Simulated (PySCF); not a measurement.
# A diatomic session: CsC

One job finds the state of CsC, follows it along the bond with each method and fits the curves.

The runs use PySCF 2.14.0; Cs def2-TZVP with ECP46, C def2-TZVP, scalar-relativistic core potentials.

## Step 1: Input

Settings of the job:

```
atoms                         : Cs, C
charge                        : 0
basis                         : Cs def2-TZVP with ECP46, C def2-TZVP
Hamiltonian                   : scalar-relativistic core potentials
basis functions               : 60
electrons treated             : 15
masses in u                   : 132.9054, 12.0000
levels                        : PBE0, PBE, r²SCAN, TPSSh, M06-L, M06-2X, HF, MP2, SCS-MP2, CCSD, CCSD(T)
grid                          : 80 radial by 434 angular points
occupations                   : held fixed by the projection of orbital angular momentum
dissociation limit            : Cs + C, each in its ground configuration
starting distance in angstrom : 2.915
values of 2S to try           : 1, 3
```

On the command line:

```console
$ OMP_NUM_THREADS=1 python dia.py task.json out
```

Further steps of the session: PBE0 along the bond; Higher solutions at PBE0; PBE; r²SCAN (meta-GGA); TPSSh (hybrid meta-GGA); M06-L; M06-2X (hybrid meta-GGA); UHF; MP2 and coupled cluster.

What does the calculation give? Wanted: for each run, Re; ωe; De; μ.

**Answer**, as computed:

Lowest PBE0 solution found, without spin–orbit coupling: ⁴Σ⁻ (quartet), unpaired electrons σ ↑, π ↑↑. State 2 has its PBE0 minimum 0.66 eV higher, as a spin-mixed determinant (⟨S²⟩ = 1.76), so this is no gap between pure states. The other levels ran on the lowest alone.

```tsv
level	Re (Å)	ωe (cm⁻¹)	De (eV)	μ (D)
UHF	2.857	296.2	1.53	-10.69
UHF-MP2	2.783	302	2.10	n/a
UHF-SCS-MP2	2.792	300	1.87	n/a
UHF-CCSD	2.798	297.5	1.97	n/a
UHF-CCSD(T)	2.793	297.2	2.03	n/a
PBE	2.756	294.5	2.45	-8.32
r²SCAN	2.766	302	2.50	-9.08
M06-L	2.785	304	2.86	-9.62
TPSSh	2.765	304	2.44	-9.00
PBE0	2.745	308	2.35	-9.03
M06-2X	2.759	310	2.34	-9.56
```

De is counted to Cs + C in their ground configurations. A positive dipole means Cs(−)C(+).

Differences from CCSD(T) in the same basis:

```tsv
level	Re (mÅ)	ωe (%)
UHF	+64	-0.4
UHF-MP2	-10	+1.6
UHF-SCS-MP2	0	+1.0
UHF-CCSD	+5	+0.1
PBE	-37	-0.9
r²SCAN	-27	+1.6
M06-L	-8	+2.2
TPSSh	-28	+2.4
PBE0	-48	+3.7
M06-2X	-34	+4.2
```

Against CCSD(T) in the same basis, the bond length is nearest at UHF-SCS-MP2 (0 mÅ) and farthest at UHF (+64 mÅ); the wavenumber is nearest at UHF-CCSD (+0.1 %) and farthest at M06-2X (+4.2 %). Among the levels with a De in the table, it runs from 1.53 eV (UHF) to 2.86 eV (M06-L).

Correlated steps freeze 1 core orbital. Spin–orbit coupling is left out, which matters for elements this heavy, above all for dissociation energies. With spin–orbit coupling the term label itself may not hold.
